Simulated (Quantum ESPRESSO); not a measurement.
**InRh2: zone-centre phonons under several settings**

```
CELL_PARAMETERS angstrom
0.00000 2.89070 2.89070
2.89070 0.00000 2.89070
2.89070 2.89070 0.00000
ATOMIC_POSITIONS crystal
In 0.00000 0.00000 0.00000
Rh 0.25000 0.25000 0.25000
Rh 0.75000 0.75000 0.75000
```

The cell was built by a generator and needn't be a form met in nature.

All runs used Quantum ESPRESSO 7.5; potentials PseudoDojo 0.4.1 SR PBEsol standard; k mesh 7 × 7 × 7; no spin polarisation; cutoff 1197 eV; occupations cold, width 0.2 eV.

```tsv
level	geometry	volume (Å³/atom)	pressure (GPa)	lowest optical mode without the field (cm⁻¹)	highest optical mode without the field (cm⁻¹)
PBEsol	relaxed at 0 GPa	18.20	0.4	137	235
PBEsol	relaxed at 10 GPa	17.19	10.2	161	260
PBEsol	relaxed at 25 GPa	?	25.0	?	?
PBEsol	relaxed at 50 GPa	14.88	49.9	224	332
```

Problem. What stands in the row left open?

Solution. Volume 16.11 Å³/atom; lowest optical mode without the field 189 cm⁻¹; highest optical mode without the field 291 cm⁻¹.

Caveats: the mesh is thin for the phonons of a metal; the cell is more than 3 GPa from zero pressure, which shifts response properties (some runs).

For the row left open. Caveat: the mesh is thin for the phonons of a metal; the cell is more than 3 GPa from zero pressure, which shifts response properties.
